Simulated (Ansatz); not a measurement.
# PbF2: the cost of one run

Computed with Ansatz 0.2.0 (reference: DFT, HSE06, plane waves, PAW, unless a step's input says otherwise).

1 further run of the same task is left out (it didn't finish).

### Step 1. The starting structure

The structure is cubic, space group Fm-3m (No. 225). The conventional cell has a = 5.921 Å, b = 5.921 Å, c = 5.921 Å, α = 90.00°, β = 90.00°, γ = 90.00°. Around Pb (site symmetry m-3m) lie 8 F at 2.56 Å. F (site symmetry -43m) has 4 Pb at 2.56 Å as nearest neighbours.

Coordinates:

```
CELL_PARAMETERS angstrom
0.00000 2.96044 2.96044
2.96044 0.00000 2.96044
2.96044 2.96044 0.00000
ATOMIC_POSITIONS crystal
Pb 0.00000 0.00000 0.00000
F 0.25000 0.25000 0.25000
F 0.75000 0.75000 0.75000
```

### Step 2. The reference run

input.yaml

```yaml
crystal:
  lattice:
    - [0.0, 2.9604388884, 2.9604388884]
    - [2.9604388884, 0.0, 2.9604388884]
    - [2.9604388884, 2.9604388884, 0.0]
  atoms:
    - { symbol: Pb, position: [0.0, 0.0, 0.0] }
    - { symbol: F, position: [0.25, 0.25, 0.25] }
    - { symbol: F, position: [0.75, 0.75, 0.75] }
kpoints:
  mp_grid: { grid: [4, 4, 4] }
hamiltonian:
  xc: hse06
scf:
  occupations: { method: fixed }
  n_extra_bands: 4
output:
  forces: true
  stress: true
  eigenvalues: true
```

On the command line:

```
> ansatz run input.yaml --threads 4 --pin off --max-ram 3686MiB --backend cpu --events-out ev --progress --plain --runs-dir out
```

Q: Estimate wall time and peak memory on 4 threads of Arm Neoverse V2, shared host.

About 4.8 s, with a peak of 0.66 GiB.
